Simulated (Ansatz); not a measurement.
**[BF4]− (tetrafluoroborate) at r2SCAN/aug-cc-pVDZ**

Aim: the energy change on altering one bond length of [BF4]− (tetrafluoroborate) at r2SCAN/aug-cc-pVDZ, from 2 runs. 

The calculation is run with Ansatz 0.2.0.

## 1. The molecule

[BF4]− has 5 atoms, charge -1, and is taken as a singlet. As SMILES, `F[B-](F)(F)F`. The coordinates come from a PBE0-D4/def2-TZVPD relaxation.

Bond lengths: F1–B2 1.406 Å, B2–F3 1.406 Å, B2–F4 1.406 Å, B2–F5 1.406 Å. Angles: F1–B2–F3 109.5°, F1–B2–F4 109.5°, F1–B2–F5 109.5°, F3–B2–F4 109.5°, F3–B2–F5 109.5°, F4–B2–F5 109.5°.

## 2. The energy at r2SCAN/aug-cc-pVDZ

The input, in.yaml:

```yaml
crystal:
  periodic: [false, false, false]
  atoms:
    - {symbol: F, position_ang: [-0.057100, -0.040200, 1.404000]}
    - {symbol: B, position_ang: [0.000000, 0.000000, 0.000100]}
    - {symbol: F, position_ang: [0.948900, -0.931000, -0.457200]}
    - {symbol: F, position_ang: [-1.262500, -0.319100, -0.529700]}
    - {symbol: F, position_ang: [0.370700, 1.290300, -0.417200]}
basis:
  gaussian:
    orbitals: aug-cc-pVDZ
total_charge: -1
hamiltonian:
  xc: {name: r2SCAN}
accuracy: high
output: {orbitals: {seedname: orbitals}}
```

Started as:

```console
$ ansatz run in.yaml --threads 1 --pin off --max-ram 3480MiB --events-out events.jsonl --progress --plain --runs-dir runs
```

Standard output:

```text
Warning: RAYON_NUM_THREADS=1 ignored (pool sized by the plan → 1); use --threads N
Functional definition: r2SCAN
  name "r2SCAN"
  parameter k0 = 0.174
  parameter k1 = 0.065
  parameter a1 = 4.9479
  exchange = r2scan_x(k0 = k0, k1 = k1, a1 = a1)
  correlation = r2scan_c
2347 factors; integrals over basis functions are off by at most 2.7e-9 eV
mean field evaluation 1: about -11548.3139 eV, gradient 1.5e1 eV
mean field evaluation 2: about -11547.9499 eV, gradient 2.2e1 eV
mean field evaluation 4: about -11548.6413 eV, gradient 7.5e-1 eV
mean field evaluation 8: about -11548.6489 eV, gradient 2.5e-3 eV
mean field evaluation 16: about -11548.6489 eV, gradient 1.6e-7 eV
mean field -11548.64886095 eV, -424.4050176847 hartree, gradient 1.1e-8 eV, S^2 0.000000; 0 other end points of the search recorded, 0 dependent functions left out
reference -11548.64886170 eV, -424.4050177120 hartree; 21, 21 occupied and 94, 94 virtual orbitals, 2347 factors
Total energy: -11548.64886170 eV, -424.4050177120 hartree
```

It took 5.4 s on 1 thread of AMD EPYC 9R45 (Zen 5), shared host; peak memory 0.39 GiB.

## 3. The distorted shape, same level

in.yaml, as its differences from that of step 2:

```diff
@@ -3,3 +3,3 @@
   atoms:
-    - {symbol: F, position_ang: [-0.057100, -0.040200, 1.404000]}
+    - {symbol: F, position_ang: [-0.085652, -0.060301, 2.105996]}
     - {symbol: B, position_ang: [0.000000, 0.000000, 0.000100]}
@@ -13,3 +13,3 @@
 hamiltonian:
-  xc: {name: r2SCAN}
+  xc: r2scan
 accuracy: high
```

Started as:

```console
$ ansatz run in.yaml --threads 1 --pin off --max-ram 3480MiB --events-out events.jsonl --progress --plain --runs-dir runs
```

Standard output:

```text
Warning: RAYON_NUM_THREADS=1 ignored (pool sized by the plan → 1); use --threads N
Functional definition: r2SCAN
  name "r2SCAN"
  parameter k0 = 0.174
  parameter k1 = 0.065
  parameter a1 = 4.9479
  exchange = r2scan_x(k0 = k0, k1 = k1, a1 = a1)
  correlation = r2scan_c
2331 factors; integrals over basis functions are off by at most 2.8e-9 eV
mean field evaluation 1: about -11545.8085 eV, gradient 2.1e1 eV
mean field evaluation 2: about -11539.2081 eV, gradient 6.5e1 eV
mean field evaluation 4: about -11546.6905 eV, gradient 2.8e0 eV
mean field evaluation 8: about -11546.7099 eV, gradient 1.4e-1 eV
mean field evaluation 16: about -11546.7099 eV, gradient 5.6e-6 eV
mean field -11546.70989384 eV, -424.3337619576 hartree, gradient 1.7e-8 eV, S^2 0.000000; 0 other end points of the search recorded, 0 dependent functions left out
reference -11546.70989471 eV, -424.3337619896 hartree; 21, 21 occupied and 94, 94 virtual orbitals, 2331 factors
Total energy: -11546.70989471 eV, -424.3337619896 hartree
```

Wall time 6 s (1 thread of AMD EPYC 9R45 (Zen 5), shared host); peak memory 0.39 GiB.

## 4. What came out

At r2SCAN/aug-cc-pVDZ:

```
                                                              quantity          value
                                             first shape: total energy  -424.40502 Eh
                                              first shape: HOMO energy       -3.13 eV
                                              first shape: LUMO energy        4.48 eV
    first shape: HOMO–LUMO gap (to an unbound level, set by the basis)        7.60 eV
                                         distorted shape: total energy  -424.33376 Eh
                                          distorted shape: HOMO energy       -1.89 eV
                                          distorted shape: LUMO energy        4.00 eV
distorted shape: HOMO–LUMO gap (to an unbound level, set by the basis)        5.88 eV
     energy change with the F1–B2 bond stretched from 1.406 to 2.108 Å       1.939 eV
```

What this shows: With the F1–B2 bond stretched from 1.406 to 2.108 Å the energy rises by 1.94 eV (45 kcal/mol). The first shape isn't relaxed at this level, so the change isn't measured from a minimum.
